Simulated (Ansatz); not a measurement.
# Ta: the cost of one run

Program: Ansatz 0.2.0. Level of theory: DFT PBE, scalar-relativistic, plane waves, PAW. These are calculated values, not measurements.

## (1) The structure to begin with

It takes space group Im-3m (No. 229, cubic). The conventional cell has a = 3.310 Å, b = 3.310 Å, c = 3.310 Å, α = 90.00°, β = 90.00°, γ = 90.00°. Around Ta (site symmetry m-3m) lie 8 Ta at 2.87 Å.

Structure file:

```
CELL_PARAMETERS angstrom
-1.65500 1.65500 1.65500
1.65500 -1.65500 1.65500
1.65500 1.65500 -1.65500
ATOMIC_POSITIONS crystal
Ta 0.00000 0.00000 0.00000
```

## (2) Relaxing cell and atoms: Ta, no spin

The input, input.yaml:

```yaml
crystal:
  lattice:
    - [-1.655, 1.655, 1.655]
    - [1.655, -1.655, 1.655]
    - [1.655, 1.655, -1.655]
  atoms:
    - { symbol: Ta, position: [0.0, 0.0, 0.0] }
scf:
  occupations: { method: gaussian, width: 0.3 }
output:
  forces: true
  stress: true
  eigenvalues: true
hamiltonian:
  xc: pbe
kpoints:
  mp_grid: { grid: [32, 32, 32] }
relax:
  f_tol: 0.005
  max_steps: 60
  cell: { stress_tol: 0.02 }
```

On the command line:

```sh
$ ansatz run input.yaml --threads 2 --pin off --max-ram 8192MiB --backend cpu --events-out ev --progress --plain --runs-dir out
```

**Question.** How long does this run take on 2 threads of Arm Neoverse V2, shared host, and how much memory does it need?

About 20 s, with a peak of 0.49 GiB.
